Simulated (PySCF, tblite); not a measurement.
# CH5FGe: infrared bands, NMR shifts, spin-spin couplings, electronic excitations, core binding energies and K edges in gas and solvents, part 2 of 2

tblite 0.8.0 and PySCF 2.14.0. Atoms count from 0. The steps go on from the part before.

## (10) NMR shieldings: PBE0/pcSseg-1 in acetonitrile

Job settings and geometry (Å):

```
{"job": {"kind": "nmr", "xc": "PBE0", "basis": "pcSseg-1", "solvent": "acetonitrile", "pop": true}, "charge": 0, "multiplicity": 1}
C      1.030132    -0.197496    -0.008650
Ge    -0.887124     0.072628    -0.036670
F     -1.172726     1.719067     0.480520
H      1.273187    -1.229546    -0.302582
H      1.418906    -0.018306     1.003814
H      1.520361     0.495916    -0.706175
H     -1.490477    -0.036028    -1.448499
H     -1.634234    -0.821018     0.969526
```

Level: GIAO PBE0/pcSseg-1 NMR shielding, non-relativistic, IEF-PCM acetonitrile.

Log:

```text
coarse grid: 30256 points
cycle   1  E = -2217.2538434796  dE = -6.977e-01  |g| = 1.045e+00  |ddm| = 2.462e+00
cycle   2  E = -2217.1397677376  dE =  1.141e-01  |g| = 1.339e+00  |ddm| = 1.203e+00
cycle   3  E = -2217.3543357991  dE = -2.146e-01  |g| = 1.735e-01  |ddm| = 7.956e-01
cycle   4  E = -2217.3582102156  dE = -3.874e-03  |g| = 5.724e-02  |ddm| = 1.104e-01
cycle   5  E = -2217.3586242838  dE = -4.141e-04  |g| = 4.537e-03  |ddm| = 3.357e-02
cycle   6  E = -2217.3586286126  dE = -4.329e-06  |g| = 2.118e-03  |ddm| = 4.823e-03
final grid: 62712 points
cycle   7  E = -2217.3585590262  dE =  4.039e-07  |g| = 2.493e-03  |ddm| = 3.222e-03
cycle   8  E = -2217.3585583444  dE =  6.817e-07  |g| = 2.993e-03  |ddm| = 3.793e-03
cycle   9  E = -2217.3585604298  dE = -2.085e-06  |g| = 2.155e-04  |ddm| = 2.115e-03
cycle  10  E = -2217.3585604356  dE = -5.864e-09  |g| = 1.806e-05  |ddm| = 1.089e-04
cycle  11  E = -2217.3585604357  dE = -3.047e-11  |g| = 2.847e-06  |ddm| = 1.004e-05
converged SCF energy = -2217.3585604357

GIAO shielding tensors (ppm)
atom      isotropic    diamagn.    paramagn.     s11        s22        s33       span
  0 C      185.032     253.964     -68.932    169.622    191.922    193.553     23.931
  1 Ge    1272.272    2754.880   -1482.608   1089.061   1261.593   1466.161    377.100
  2 F      428.140     477.407     -49.267    393.886    438.492    452.043     58.157
  3 H       30.807      29.504       1.303     26.232     27.191     38.997     12.765
  4 H       30.300      29.750       0.550     25.653     27.565     37.682     12.030
  5 H       30.286      29.730       0.556     25.640     27.531     37.687     12.047
  6 H       25.744      27.577      -1.833     19.636     21.403     36.194     16.558
  7 H       25.748      27.586      -1.838     19.626     21.420     36.197     16.572
```

Wall time 4.7 s (1 thread of Arm Neoverse V2, shared host); peak memory 0.6 GiB.

Key values: δ C0 0.4, Ge1 57, F2 -247.6, H6 5.49, H3 0.78 ppm (means over like atoms).

## (11) Nuclear shieldings: PBE0/pcSseg-1 in tetrahydrofuran

Same as in step 10 but for these lines:

```diff
@@ -1,2 +1,2 @@
-{"job": {"kind": "nmr", "xc": "PBE0", "basis": "pcSseg-1", "solvent": "acetonitrile", "pop": true}, "charge": 0, "multiplicity": 1}
+{"job": {"kind": "nmr", "xc": "PBE0", "basis": "pcSseg-1", "solvent": "tetrahydrofuran", "pop": false}, "charge": 0, "multiplicity": 1}
 C      1.030132    -0.197496    -0.008650
```

Level: GIAO PBE0/pcSseg-1 NMR shielding, non-relativistic, IEF-PCM tetrahydrofuran.

Log:

```text
coarse grid: 30256 points
cycle   1  E = -2217.2523640338  dE = -6.963e-01  |g| = 1.046e+00  |ddm| = 2.462e+00
cycle   2  E = -2217.1339754077  dE =  1.184e-01  |g| = 1.350e+00  |ddm| = 1.215e+00
cycle   3  E = -2217.3532327537  dE = -2.193e-01  |g| = 1.784e-01  |ddm| = 8.091e-01
cycle   4  E = -2217.3573624977  dE = -4.130e-03  |g| = 5.777e-02  |ddm| = 1.137e-01
cycle   5  E = -2217.3577852135  dE = -4.227e-04  |g| = 4.765e-03  |ddm| = 3.419e-02
cycle   6  E = -2217.3577900588  dE = -4.845e-06  |g| = 2.190e-03  |ddm| = 5.093e-03
final grid: 62712 points
cycle   7  E = -2217.3577205606  dE =  4.451e-07  |g| = 2.589e-03  |ddm| = 3.340e-03
cycle   8  E = -2217.3577198042  dE =  7.564e-07  |g| = 3.126e-03  |ddm| = 3.964e-03
cycle   9  E = -2217.3577220700  dE = -2.266e-06  |g| = 2.320e-04  |ddm| = 2.214e-03
cycle  10  E = -2217.3577220769  dE = -6.877e-09  |g| = 1.933e-05  |ddm| = 1.178e-04
cycle  11  E = -2217.3577220769  dE = -5.366e-11  |g| = 2.783e-06  |ddm| = 1.068e-05
converged SCF energy = -2217.3577220769

GIAO shielding tensors (ppm)
atom      isotropic    diamagn.    paramagn.     s11        s22        s33       span
  0 C      184.962     253.904     -68.942    169.734    191.706    193.447     23.713
  1 Ge    1274.259    2754.859   -1480.600   1092.556   1262.396   1467.826    375.270
  2 F      426.984     477.198     -50.214    392.720    437.003    451.229     58.509
  3 H       30.864      29.554       1.310     26.309     27.261     39.020     12.711
  4 H       30.309      29.760       0.549     25.670     27.576     37.682     12.012
  5 H       30.297      29.742       0.555     25.659     27.543     37.689     12.029
  6 H       25.759      27.586      -1.827     19.652     21.412     36.213     16.561
  7 H       25.763      27.595      -1.832     19.642     21.430     36.216     16.574
```

Wall time 3.6 s (1 thread of Arm Neoverse V2, shared host); peak memory 0.6 GiB.

This run: δ C0 0.3, Ge1 55, F2 -247.0, H6 5.48, H3 0.75 ppm (means over like atoms).

## (12) Excited states and response: CAM-B3LYP/def2-SVPD in acetonitrile

Same as in step 11 but for these lines:

```diff
@@ -1,2 +1,2 @@
-{"job": {"kind": "nmr", "xc": "PBE0", "basis": "pcSseg-1", "solvent": "tetrahydrofuran", "pop": false}, "charge": 0, "multiplicity": 1}
+{"job": {"kind": "uv", "xc": "CAM-B3LYP", "basis": "def2-SVPD", "solvent": "acetonitrile", "nstates": 6, "ntriplets": 0}, "charge": 0, "multiplicity": 1}
 C      1.030132    -0.197496    -0.008650
```

Level: TDDFT CAM-B3LYP/def2-SVPD, vertical, IEF-PCM acetonitrile (non-equilibrium linear response), core orbitals frozen in the response.

Log:

```text
coarse grid: 30256 points
cycle   1  E = -2217.6417034725  dE = -6.673e-01  |g| = 6.799e-01  |ddm| = 2.980e+00
cycle   2  E = -2217.5940106282  dE =  4.769e-02  |g| = 9.165e-01  |ddm| = 1.152e+00
cycle   3  E = -2217.7134187918  dE = -1.194e-01  |g| = 7.500e-02  |ddm| = 5.950e-01
cycle   4  E = -2217.7142701582  dE = -8.514e-04  |g| = 2.317e-02  |ddm| = 8.894e-02
cycle   5  E = -2217.7143530206  dE = -8.286e-05  |g| = 2.365e-03  |ddm| = 2.359e-02
cycle   6  E = -2217.7143546164  dE = -1.596e-06  |g| = 2.912e-04  |ddm| = 6.085e-03
final grid: 62712 points
cycle   7  E = -2217.7142872213  dE = -5.668e-08  |g| = 1.707e-04  |ddm| = 1.375e-03
cycle   8  E = -2217.7142872242  dE = -2.948e-09  |g| = 1.612e-04  |ddm| = 3.913e-04
cycle   9  E = -2217.7142872298  dE = -5.525e-09  |g| = 2.701e-05  |ddm| = 1.548e-04
cycle  10  E = -2217.7142872299  dE = -1.455e-10  |g| = 1.217e-05  |ddm| = 3.205e-05
converged SCF energy = -2217.7142872299

Static polarisability (au): isotropic 56.379, principal 50.860 55.982 62.296

Singlet excitations
state   eV       nm        f      main configurations
  1   7.8049    158.9   0.00485   H->L 0.80, H->L+1 0.13
  2   7.9866    155.2   0.00283   H-1->L 0.79, H-1->L+1 0.16
  3   8.5837    144.4   0.04544   H->L+1 0.84, H->L 0.11
  4   8.8275    140.5   0.17871   H-1->L+1 0.72, H-1->L 0.17
  5   9.0638    136.8   0.52003   H->L+2 0.89
  6   9.1335    135.7   0.05270   H-1->L+2 0.80
```

Wall time 6.1 s (1 thread of Arm Neoverse V2, shared host); peak memory 0.57 GiB.

In short: HOMO -10.32 eV, LUMO 1.10 eV; lowest singlet 7.80 eV.

## (13) K-edge absorption: BHandHLYP/def2-SVPD+aug-pcX-1+pcseg-1

Same as in step 12 but for these lines:

```diff
@@ -1,2 +1,2 @@
-{"job": {"kind": "uv", "xc": "CAM-B3LYP", "basis": "def2-SVPD", "solvent": "acetonitrile", "nstates": 6, "ntriplets": 0}, "charge": 0, "multiplicity": 1}
+{"job": {"kind": "xas", "xc": "BHandHLYP", "basis": {"default": "aug-pcX-1", "H": "pcseg-1", "Ge": "def2-SVPD"}}, "charge": 0, "multiplicity": 1}
 C      1.030132    -0.197496    -0.008650
```

Method: core-valence-separated TDA BHandHLYP/aug-pcX-1 H:pcseg-1 Ge:def2-SVPD, K edges, non-relativistic, gas phase.

Log:

```text
coarse grid: 30256 points
cycle   1  E = -2217.5643421143  dE = -6.930e-01  |g| = 6.337e-01  |ddm| = 2.541e+00
cycle   2  E = -2217.5361530298  dE =  2.819e-02  |g| = 8.243e-01  |ddm| = 8.669e-01
cycle   3  E = -2217.6306601576  dE = -9.451e-02  |g| = 5.512e-02  |ddm| = 4.682e-01
cycle   4  E = -2217.6310688270  dE = -4.087e-04  |g| = 2.782e-02  |ddm| = 6.276e-02
cycle   5  E = -2217.6311895449  dE = -1.207e-04  |g| = 2.454e-03  |ddm| = 1.977e-02
cycle   6  E = -2217.6311908450  dE = -1.300e-06  |g| = 4.878e-04  |ddm| = 3.264e-03
final grid: 62712 points
cycle   7  E = -2217.6311535001  dE = -6.069e-08  |g| = 4.185e-04  |ddm| = 1.134e-03
cycle   8  E = -2217.6311535024  dE = -2.348e-09  |g| = 4.282e-04  |ddm| = 5.359e-04
cycle   9  E = -2217.6311535291  dE = -2.668e-08  |g| = 4.437e-05  |ddm| = 2.472e-04
cycle  10  E = -2217.6311535294  dE = -3.279e-10  |g| = 1.281e-05  |ddm| = 3.867e-05
converged SCF energy = -2217.6311535294

C K edge
   eV          f      from atoms
  285.447   0.00067   C0
  285.873   0.01086   C0
  286.013   0.03881   C0
  286.406   0.03427   C0
  286.510   0.02767   C0
  287.198   0.00837   C0
  287.581   0.00017   C0
  287.979   0.00046   C0

F K edge
   eV          f      from atoms
  683.371   0.02121   F2
  685.598   0.00522   F2
  685.982   0.00563   F2
  686.616   0.01305   F2
  686.855   0.00209   F2
  687.136   0.00301   F2
  687.188   0.00029   F2
  687.704   0.00061   F2
```

It took 3 s on 1 thread of Arm Neoverse V2, shared host; peak memory 0.52 GiB.

## (14) Comparing the runs: NMR shifts

Shifts (ppm), means over like atoms, with basis size and wall time:

```tsv
run	C0	H6	H3	Ge1	F2	functions	time
PBE0/pcSseg-1	-0.2	5.43	0.63	46	-242.6	100	4.5 s
WP04/pcSseg-2	1.3	4.91	0.61	7	-236.6	205	11 s
PBE0/pcSseg-1 in acetonitrile	0.4	5.49	0.78	57	-247.6	100	4.7 s
PBE0/pcSseg-1 in tetrahydrofuran	0.3	5.48	0.75	55	-247.0	100	3.6 s
```

The continuum's effect on the ground state:

```tsv
solvent	ε	polarisation energy (Eh)	μ (D)
tetrahydrofuran	7.43	-0.0050	2.90
acetonitrile	35.69	-0.0060	2.98
```

## (15) Side by side: electronic excitations

Excitations and ground-state properties, with basis size and wall time:

```tsv
run	lowest singlet (eV)	brightest (eV)	f	gap (eV)	α (Å³)	μ (D)	functions	time
CAM-B3LYP/def2-SVPD	7.88	9.16	0.378	11.59	6.47	2.63	121	18 s
CAM-B3LYP/def2-SVPD in acetonitrile	7.80	9.06	0.520	11.42	8.35	3.24	121	6.1 s
```

## (16) Summary of results

This closing draws on all 2 parts.

```
                                                              quantity                                                  value
                             strongest single infrared mode (GFN2-xTB)                                  1986 cm⁻¹, 566 km/mol
                                          zero-point energy (GFN2-xTB)                                          32.2 kcal/mol
                                                           point group                                                     Cs
                                  rotational constants (main isotopes)                                  13.33, 6.14, 4.57 GHz
                                13C shifts against TMS (PBE0/pcSseg-1)                                               -0.2 ppm
1H shifts against TMS (PBE0/pcSseg-1, means over atoms taken as alike)                                         5.43, 0.63 ppm
                             73Ge shifts against GeMe4 (PBE0/pcSseg-1)                                                 46 ppm
                              19F shifts against CFCl3 (PBE0/pcSseg-1)                                             -242.6 ppm
                  largest coupling of the table (B3LYP/pcSseg-1+pcJ-1)                                1J(C,H) C0–H3, 138.0 Hz
                                  lowest singlet (CAM-B3LYP/def2-SVPD)                            7.88 eV (157 nm), f = 0.006
                              brightest single state of those computed                            state 6, 9.16 eV, f = 0.378
                                                        lowest triplet                                                7.51 eV
                                     vertical ionisation energy (ΔSCF)                                               11.59 eV
                                      C1s binding energies, SCAN/pcX-2                                           C0 290.80 eV
                                      F1s binding energies, SCAN/pcX-2                                           F2 691.08 eV
                                                              C K edge  first line 285.45 eV, strongest 286.01 eV (f = 0.039)
                                                              F K edge  first line 683.37 eV, strongest 683.37 eV (f = 0.021)
                        range of the shift of Ge1 (PBE0/pcSseg-1 runs)                                           46 to 57 ppm
                                           range of the lowest singlet                                        7.80 to 7.88 eV
```

**Reading.** All 18 modes are real, so the xTB geometry is a minimum. The strongest single mode, at 1986 cm⁻¹, moves mainly H6 and H7. Unscaled tight-binding wavenumbers are off by several per cent, some by more. Its intensities can rank the bands wrongly. The optimisation took 5 steps and gained 0.130 eV; among the close pairs (by a distance rule), Ge1–H7 changed most, from 1.489 to 1.539 Å (PBE0/def2-SVP). Of the pairs tabulated at B3LYP/pcSseg-1+pcJ-1, C0–H3 (mean over like pairs) couples most strongly (138.0 Hz; Fermi contact 135.2 Hz). The first singlet state (HOMO→LUMO 0.71, HOMO→LUMO+1 0.23) lies at 7.88 eV and is weak; of the 10 states computed, the strongest absorption comes from states 5 to 6 together at 9.16 eV. The lowest triplet lies 0.38 eV below the lowest singlet (triplets in Tamm-Dancoff, singlets in full TDDFT). ΔSCF puts the ionisation energy at 11.59 eV, 1.05 eV above −ε(HOMO). Absolute edge energies from this method are off by several eV; spacings are better. The lowest singlet runs from 7.80 eV (CAM-B3LYP/def2-SVPD in acetonitrile) to 7.88 eV (CAM-B3LYP/def2-SVPD), while the orbital gap spans 11.42 to 11.59 eV. The lowest state need not be the same one in every run. The runs solved for a few states only, so the brightest column depends on that window. Spin-orbit coupling is left out, which matters for shieldings and couplings at and beside the heavy atoms.
